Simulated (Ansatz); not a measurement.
# HfBr2F2: the cost of one run

Computed with Ansatz 0.2.0 (DFT PBE, scalar-relativistic, plane waves, PAW, unless a step's input says otherwise).

### Step 1. Starting point

The structure is tetragonal, space group I4/mmm (No. 139). Conventional cell: a = 4.377 Å, b = 4.377 Å, c = 10.934 Å, α = 90.00°, β = 90.00°, γ = 90.00°. Hf (site symmetry 4/mmm) has 8 Br at 3.38 Å and 8 F at 3.50 Å as nearest neighbours. Br (site symmetry 4mm) has 4 F at 2.58 Å and 1 Br at 2.73 Å and 4 Hf at 3.38 Å as nearest neighbours. F (site symmetry -4m2) is surrounded by 4 Br at 2.58 Å and 4 F at 3.09 Å and 4 Hf at 3.50 Å.

As a file:

```cif
data_structure
_symmetry_space_group_name_H-M 'I4/mmm'
_symmetry_Int_Tables_number 139
_cell_length_a 4.3766
_cell_length_b 4.3766
_cell_length_c 10.9337
_cell_angle_alpha 90.000
_cell_angle_beta 90.000
_cell_angle_gamma 90.000
_cell_volume 209.43
loop_
_atom_site_label
_atom_site_type_symbol
_atom_site_symmetry_multiplicity
_atom_site_Wyckoff_symbol
_atom_site_fract_x
_atom_site_fract_y
_atom_site_fract_z
_atom_site_occupancy
Hf1 Hf 2 a 0.00000 0.00000 0.00000 1
Br1 Br 4 e 0.00000 0.00000 0.37500 1
F1 F 4 d 0.00000 0.50000 0.25000 1
```

Recipe of the guess: species swapped into a database cell of SmGe2Rh2 (I4/mmm, No. 139), with Hf on the Sm sites, Br on the Ge sites and F on the Rh sites. Its size is a rough estimate.

### Step 2. The guess as it stands, on a coarse mesh

The input, input.yaml:

```yaml
crystal:
  lattice:
    - [-2.18832145, 2.18832145, 5.46682503]
    - [2.18832145, -2.18832145, 5.46682503]
    - [2.18832145, 2.18832145, -5.46682503]
  atoms:
    - { symbol: Hf, position: [0.0, 0.0, 0.0] }
    - { symbol: Br, position: [0.375, 0.375, 0.0] }
    - { symbol: Br, position: [0.625, 0.625, 0.0] }
    - { symbol: F, position: [0.75, 0.25, 0.5] }
    - { symbol: F, position: [0.25, 0.75, 0.5] }
basis:
  ecutwfc: 420
kpoints:
  mp_grid: { grid: [6, 6, 6] }
hamiltonian:
  xc: pbe
scf:
  occupations: { method: gaussian, width: 0.1 }
  lower_state_search: "off"
output:
  forces: true
  stress: true
  eigenvalues: true
```

On the command line:

```
ansatz run input.yaml --threads 1 --pin off --max-ram 2560MiB --backend cpu --events-out ev --progress --plain --runs-dir out
```

What time and memory should one allow on 1 thread of Intel Xeon Platinum 8488C (Sapphire Rapids), shared host?

About 4.8 s, with a peak of 0.46 GiB.
